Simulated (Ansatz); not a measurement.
# ZnS (database structure): how the settings move a relaxation

Question: which choices in the input matter for ZnS (database structure)?

Method: reference: DFT PBE, plane waves, PAW, scalar-relativistic, no spin polarisation, in Ansatz 0.2.0.

### 1 The system as given

The structure is cubic, space group F-43m (No. 216). The conventional cell has a = 5.476 Å, b = 5.476 Å, c = 5.476 Å, α = 90.00°, β = 90.00°, γ = 90.00°. Around Zn (site symmetry -43m) lie 4 S at 2.37 Å. S (site symmetry -43m) is surrounded by 4 Zn at 2.37 Å.

Coordinates:

```
Zn S
1.0
     0.00000    2.73803    2.73803
     2.73803    0.00000    2.73803
     2.73803    2.73803    0.00000
Zn S
1 1
Direct
  0.00000 0.00000 0.00000
  0.25000 0.25000 0.25000
```

### 2 Baseline

Contents of input.yaml:

```yaml
crystal:
  lattice:
    - [0.0, 2.738027, 2.738027]
    - [2.738027, 0.0, 2.738027]
    - [2.738027, 2.738027, 0.0]
  atoms:
    - { symbol: Zn, position: [0.0, 0.0, 0.0] }
    - { symbol: S, position: [0.25, 0.25, 0.25] }
  symmetry: { tolerance: 0.0003 }
kpoints:
  mp_grid: { grid: [6, 6, 6], shift: [0, 0, 0] }
magnetization:
  spin_polarized: false
scf:
  occupations: { method: fermi_dirac }
hamiltonian:
  pseudopotentials: { kind: paw }
  xc: pbe
basis:
  ecutwfc: 420
output:
  forces: true
  stress: true
  eigenvalues: true
  write_density: true
  write_potential: true
  elf: true
  volumetric_format: npy
relax:
  max_steps: 40
  cell: {}
```

Command:

```sh
> ansatz run input.yaml --threads 1 --pin off --max-ram 2560MiB --backend cpu --events-out ev --progress --plain --runs-dir out
```

### 3 Changed: occupations.method methfessel_paxton, occupations.width 0.05

Edit input.yaml of step 2 so:

```diff
@@ -14,3 +14,3 @@
 scf:
-  occupations: { method: fermi_dirac }
+  occupations: { method: methfessel_paxton, width: 0.05 }
 hamiltonian:
@@ -24,6 +24,2 @@
   eigenvalues: true
-  write_density: true
-  write_potential: true
-  elf: true
-  volumetric_format: npy
 relax:
```

### 4 Changed: preconditioner ldos, n_extra_bands 2

Edit input.yaml of step 2 so:

```diff
@@ -15,2 +15,4 @@
   occupations: { method: fermi_dirac }
+  mixing: { preconditioner: ldos }
+  n_extra_bands: 2
 hamiltonian:
@@ -24,6 +26,2 @@
   eigenvalues: true
-  write_density: true
-  write_potential: true
-  elf: true
-  volumetric_format: npy
 relax:
```

### 5 Variant: ecutwfc 14.7 Ry, spin_polarized left out

Edit input.yaml of step 2 so:

```diff
@@ -11,4 +11,2 @@
   mp_grid: { grid: [6, 6, 6], shift: [0, 0, 0] }
-magnetization:
-  spin_polarized: false
 scf:
@@ -19,3 +17,3 @@
 basis:
-  ecutwfc: 420
+  ecutwfc: "14.7 Ry"
 output:
@@ -24,6 +22,2 @@
   eigenvalues: true
-  write_density: true
-  write_potential: true
-  elf: true
-  volumetric_format: npy
 relax:
```

### 6 A further run, with the input changed

Edit input.yaml of step 2 so:

```diff
@@ -14,3 +14,4 @@
 scf:
-  occupations: { method: fermi_dirac }
+  occupations: { method: methfessel_paxton, width: 2.0 }
+  max_iter: 75
 hamiltonian:
@@ -24,6 +25,2 @@
   eigenvalues: true
-  write_density: true
-  write_potential: true
-  elf: true
-  volumetric_format: npy
 relax:
```

(Steps that only read results are left out.)

What does the calculation give? Wanted: for each run, ending; energy change; pressure; gap; force.

The runs gave:

```tsv
run	ending	energy change	pressure (GPa)	gap (eV)	force (eV/Å)	cycles	time
reference	converged	0	0.0	2.01	0.00	21	4.1 s
1: occupations.method methfessel_paxton, occupations.width 0.05	converged	0.0 meV/atom (σ→0)	0.0	2.01	0.00	21	3.9 s
2: preconditioner ldos, n_extra_bands 2	converged	0.0 meV/atom	0.0	2.01	0.00	23	3.7 s
3: ecutwfc 14.7 Ry, spin_polarized left out	converged	+3.39 eV/atom	0.0	2.31	0.00	124	9.3 s
4: occupations.method methfessel_paxton, occupations.width 2.0	converged	+30.2 meV/atom (σ→0)	0.0	2.08	0.00	26	5.5 s
```

Times don't compare one to one where runs were asked for different outputs or read a saved state (see the inputs); cycles may leave out searches for a lower state.

**Reading.** Run 3 ran under the cutoff that the potentials recommend, as the log warns, so basis error is mixed into its values. Of the variants the dearest is «ecutwfc 14.7 Ry, spin_polarized left out» (9.3 s), the cheapest «preconditioner ldos, n_extra_bands 2» (3.7 s), on a shared host.

The gaps are Kohn-Sham values of a semilocal functional, not quasiparticle or optical gaps. Such gaps usually fall short of the measured ones.
